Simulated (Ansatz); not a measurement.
# AlO5: one candidate of a structure search

The task: take a trial cell of AlO5 to zero force and stress.

Program: Ansatz 0.2.0. Level of theory: DFT PBE, scalar-relativistic, plane waves, PAW. These are calculated values, not measurements.

### 1 The system as given

The structure is hexagonal, space group P6/mmm (No. 191). The conventional cell has a = 4.409 Å, b = 4.409 Å, c = 3.588 Å, α = 90.00°, β = 90.00°, γ = 120.00°. Around Al (site symmetry 6/mmm) lie 18 O at 2.55 to 2.84 Å. O (site symmetry -6m2) has 9 O at 2.20 to 2.55 Å and 3 Al at 2.55 Å as nearest neighbours. O (site symmetry mmm) is surrounded by 8 O at 2.20 Å and 4 Al at 2.84 Å.

Structure file:

```
CELL_PARAMETERS angstrom
4.40940 0.00000 0.00000
-2.20470 3.81865 0.00000
0.00000 0.00000 3.58769
ATOMIC_POSITIONS crystal
Al 0.00000 0.00000 0.00000
O 0.33333 0.66667 0.00000
O 0.66667 0.33333 0.00000
O 0.50000 0.00000 0.50000
O 0.50000 0.50000 0.50000
O 0.00000 0.50000 0.50000
```

A structure generator made this guess: species swapped into a database cell of LaPt5 (P6/mmm, No. 191), with Al on the La sites and O on the Pt sites. The dimensions are guesses.

### 2 A first look at the guess

input.yaml

```yaml
crystal:
  lattice:
    - [4.40939565, 0.0, 0.0]
    - [-2.20469783, 3.81864865, 0.0]
    - [0.0, 0.0, 3.58769157]
  atoms:
    - { symbol: Al, position: [0.0, 0.0, 0.0] }
    - { symbol: O, position: [0.33333333, 0.66666667, 0.0] }
    - { symbol: O, position: [0.66666667, 0.33333333, 0.0] }
    - { symbol: O, position: [0.5, 0.0, 0.5] }
    - { symbol: O, position: [0.5, 0.5, 0.5] }
    - { symbol: O, position: [0.0, 0.5, 0.5] }
basis:
  ecutwfc: 420
kpoints:
  mp_grid: { grid: [6, 6, 6] }
hamiltonian:
  xc: pbe
scf:
  occupations: { method: gaussian, width: 0.1 }
  lower_state_search: "off"
output:
  forces: true
  stress: true
  eigenvalues: true
```

Started as:

```console
$ ansatz run input.yaml --threads 1 --pin off --max-ram 2560MiB --backend cpu --events-out ev --progress --plain --runs-dir out
```

The session goes on with these runs: spin check on a coarse mesh; rough relaxation on the coarse mesh; full relaxation.

Q: Predict the outcome of this session. Wanted: conventional cell; volume; energy over the elements; gap on the mesh.

**Answer**, as computed:

```
                                                              quantity                                                                       value
                                symmetry at the end (tolerance 0.05 Å)                                                space group P6/mmm (No. 191)
                                                     conventional cell  a = 3.551 Å, b = 3.551 Å, c = 6.508 Å, α = 90.00°, β = 90.00°, γ = 120.00°
                                                                volume                                                               11.84 Å³/atom
energy over the elements (uncorrected; H, N, O, F and Cl as molecules)                                                               +0.48 eV/atom
                                                       gap on the mesh                                                                none (metal)
```

**Reading.** The space group P6/mmm (No. 191) is kept, and the volume per atom grows by 17.6 % from the first guess. The formation energy is positive, so the separate elements lie lower. No finished test with a distortion of lower symmetry is shown, so the end may be a saddle point. Some metallic runs here have no spin polarisation while others do, so their energies compare only roughly. Layers here are held mostly by dispersion, which this level lacks, so their spacing and the stiffness across them are unreliable there. Other magnetic orders were not searched.
